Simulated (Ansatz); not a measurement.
# Ca2CdS3: the cost of one run

Program: Ansatz 0.2.0. Level of theory: DFT PBE, scalar-relativistic, plane waves, PAW. These are calculated values, not measurements.

## (1) The system as given

The structure is hexagonal, space group P6/mmm (No. 191). Conventional cell: a = 6.567 Å, b = 6.567 Å, c = 3.790 Å, α = 90.00°, β = 90.00°, γ = 120.00°. Ca (site symmetry -6m2) is surrounded by 6 S at 2.68 Å. Cd (site symmetry 6/mmm) has 2 Cd at 3.79 Å and 12 S at 3.79 Å and 6 Ca at 3.79 Å as nearest neighbours. S (site symmetry mmm) has 4 Ca at 2.68 Å and 4 Cd at 3.79 Å as nearest neighbours.

Coordinates:

```
Ca Cd S
1.0
     6.56718    0.00000    0.00000
    -3.28359    5.68734    0.00000
     0.00000    0.00000    3.79024
Ca Cd S
2 1 3
Direct
  0.33333 0.66667 0.50000
  0.66667 0.33333 0.50000
  0.00000 0.00000 0.50000
  0.50000 0.50000 0.00000
  0.50000 0.00000 0.00000
  0.00000 0.50000 0.00000
```

Recipe of the guess: species swapped into a database cell of LuB2Rh3 (P6/mmm, No. 191), with Cd on the Lu sites, Ca on the B sites and S on the Rh sites. Its size is a rough estimate.

## (2) The guess as it stands, on a coarse mesh

File input.yaml:

```yaml
crystal:
  lattice:
    - [6.56717825, 0.0, 0.0]
    - [-3.28358912, 5.68734319, 0.0]
    - [0.0, 0.0, 3.79023784]
  atoms:
    - { symbol: Ca, position: [0.33333333, 0.66666667, 0.5] }
    - { symbol: Ca, position: [0.66666667, 0.33333333, 0.5] }
    - { symbol: Cd, position: [0.0, 0.0, 0.5] }
    - { symbol: S, position: [0.5, 0.5, 0.0] }
    - { symbol: S, position: [0.5, 0.0, 0.0] }
    - { symbol: S, position: [0.0, 0.5, 0.0] }
basis:
  ecutwfc: 420
kpoints:
  mp_grid: { grid: [3, 3, 4] }
hamiltonian:
  xc: pbe
scf:
  occupations: { method: gaussian, width: 0.1 }
  lower_state_search: "off"
output:
  forces: true
  stress: true
  eigenvalues: true
```

On the command line:

```console
$ ansatz run input.yaml --threads 1 --pin off --max-ram 2048MiB --backend cpu --events-out ev --progress --plain --runs-dir out
```

**Question.** How long does this run take on 1 thread of Arm Neoverse V1, shared host, and how much memory does it need?

About 3.6 s, with a peak of 0.37 GiB.
